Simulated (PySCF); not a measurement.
# Solver options tried on ZnS⁻

Aim: find out which solver settings change the answer for ZnS⁻.

Computed with PySCF 2.14.0. Level: method and basis as typed in the scripts.

1 further run of the same task is left out (it didn't finish).

### 1 Where the work starts

ZnS⁻: 2 atoms, charge -1, spin multiplicity 2.

Bond lengths: Zn1–S2 1.904 Å.

### 2 The base run

Input file input.py:

```python
from pyscf import gto, scf, mp

mol = gto.M(
    atom='Zn 0 0 0; S 0 0 1.904',
    basis='pcseg-1',
    charge=-1,
    spin=1,
    verbose=4,
)
mf = scf.UHF(mol)
mf.kernel()
mp.MP2(mf, frozen=10).kernel()
mf.dip_moment()
print('orbital energies (hartree):', [e[max(0, n-3):n+3].round(4) for e, n in zip(mf.mo_energy, mol.nelec)])
```

On the command line:

```
$ python input.py
```

Its log is not repeated here.

Base result: E(SCF) = -2175.061596 Eh, 13 cycles, E(MP2) − E(SCF) = -0.42981 Eh, ⟨S²⟩ = 0.757.

The bond length is a typed value, not an optimised one. The dipole of an ion depends on the origin.

### 3 Cycle limit 200

Run 1 changes cycle limit: 50 → 200.

Input file input.py:

```python
from pyscf import gto, scf, mp

mol = gto.M(
    atom='Zn 0 0 0; S 0 0 1.904',
    basis='pcseg-1',
    charge=-1,
    spin=1,
    verbose=4,
)
mf = scf.UHF(mol)
mf.max_cycle = 200
mf.kernel()
mp.MP2(mf, frozen=10).kernel()
mf.dip_moment()
print('orbital energies (hartree):', [e[max(0, n-3):n+3].round(4) for e, n in zip(mf.mo_energy, mol.nelec)])
```

On the command line:

```
$ python input.py
```

### 4 Initial guess huckel

Run 2 changes initial guess: minao → huckel.

input.py: that of step 2 with these lines changed.

```diff
@@ -10,2 +10,3 @@
 mf = scf.UHF(mol)
+mf.init_guess = 'huckel'
 mf.kernel()
```

### 5 DIIS space 20

Run 3 changes DIIS space: default → 20.

input.py: that of step 2 with these lines changed.

```diff
@@ -10,2 +10,3 @@
 mf = scf.UHF(mol)
+mf.diis_space = 20
 mf.kernel()
```

### 6 Initial guess sap

Run 4 changes initial guess: minao → sap.

input.py: that of step 2 with these lines changed.

```diff
@@ -10,2 +10,3 @@
 mf = scf.UHF(mol)
+mf.init_guess = 'sap'
 mf.kernel()
```

Q: Predict the outcome of this session. Wanted: for each run, E(SCF); from base; gap, α spin; after the SCF.

**Answer**, as computed:

```
                 run  E(SCF) (hartree)  from base (eV)  cycles  gap, α spin (eV)                            after the SCF
                base      -2175.061596               0      13             13.04  MP2 correlation -11.696 eV, core frozen
     cycle limit 200      -2175.061596          0.0000      13             13.04  MP2 correlation -11.696 eV, core frozen
initial guess huckel      -2175.061596          0.0000      13             13.04  MP2 correlation -11.696 eV, core frozen
       DIIS space 20      -2175.061596          0.0000      12             13.04  MP2 correlation -11.696 eV, core frozen
   initial guess sap      -2175.061596          0.0000      13             13.04  MP2 correlation -11.696 eV, core frozen
```

Distance from each run's final energy (log10 hartree) by cycle:

```
                 run  cycle 1  cycle 2  cycle 3  cycle 5  cycle 8  cycle 12
                base     -1.1     -1.6     -2.7     -3.5     -6.0      -9.8
     cycle limit 200     -1.1     -1.6     -2.7     -3.5     -6.0      -9.8
initial guess huckel     -1.4     -1.8     -2.4     -3.1     -5.9      -9.9
       DIIS space 20     -1.1     -1.6     -2.7     -3.5     -6.0     -10.3
   initial guess sap     -0.5     -0.7     -2.5     -3.7     -5.6      -9.2
```

What this shows: No change of the SCF energy comes from cycle limit 200 or initial guess huckel or DIIS space 20 or initial guess sap. With cycle limit 200, initial guess huckel, DIIS space 20, initial guess sap the path hardly changes: 12 to 13 cycles against 13.
